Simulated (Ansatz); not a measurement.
# TaN: the cost of one run

Method: DFT r²SCAN, frozen-core PAW and all-electron LAPW, scalar-relativistic unless said, in Ansatz 0.2.0.

## (1) The starting structure

The structure is hexagonal, space group P-6m2 (No. 187). The conventional cell has a = 2.938 Å, b = 2.938 Å, c = 2.883 Å, α = 90.00°, β = 90.00°, γ = 120.00°. Ta (site symmetry -6m2) has 6 N at 2.23 Å as nearest neighbours. N (site symmetry -6m2) has 6 Ta at 2.23 Å as nearest neighbours.

Coordinates:

```cif
data_structure
_symmetry_space_group_name_H-M 'P-6m2'
_symmetry_Int_Tables_number 187
_cell_length_a 2.9380
_cell_length_b 2.9380
_cell_length_c 2.8830
_cell_angle_alpha 90.000
_cell_angle_beta 90.000
_cell_angle_gamma 120.000
_cell_volume 21.55
loop_
_atom_site_label
_atom_site_type_symbol
_atom_site_symmetry_multiplicity
_atom_site_Wyckoff_symbol
_atom_site_fract_x
_atom_site_fract_y
_atom_site_fract_z
_atom_site_occupancy
Ta1 Ta 1 b 0.00000 0.00000 0.50000 1
N1 N 1 e 0.66667 0.33333 0.00000 1
```

Cartesian axes are those of the input's lattice vectors. The structure goes back to a database entry.

## (2) Cell and atoms relaxed, PAW

Contents of input.yaml:

```yaml
crystal:
  lattice:
    - [2.93799999999, 0.0, 0.0]
    - [-1.469, 2.54438263631, 0.0]
    - [0.0, 0.0, 2.883]
  atoms:
    - { symbol: Ta, position: [0.0, 0.0, 0.5] }
    - { symbol: "N", position: [0.666666666667, 0.333333333333, 0.0] }
kpoints:
  mp_grid: { grid: [12, 12, 12] }
scf:
  occupations: { method: fermi_dirac, width: 0.08 }
hamiltonian:
  xc: r2scan
  pseudopotentials: { kind: paw }
relax:
  f_tol: 0.002
  max_steps: 80
  cell: {}
output:
  forces: true
  stress: true
  write_density: true
  write_potential: true
  elf: true
  volumetric_format: npy
```

On the command line:

```
$ ansatz run input.yaml --threads 1 --pin off --max-ram 3072MiB --backend cpu --events-out ev --progress --plain --runs-dir out
```

**Question.** How long does this run take on 1 thread of Arm Neoverse V2, shared host, and how much memory does it need?

About 33 s, with a peak of 0.41 GiB.
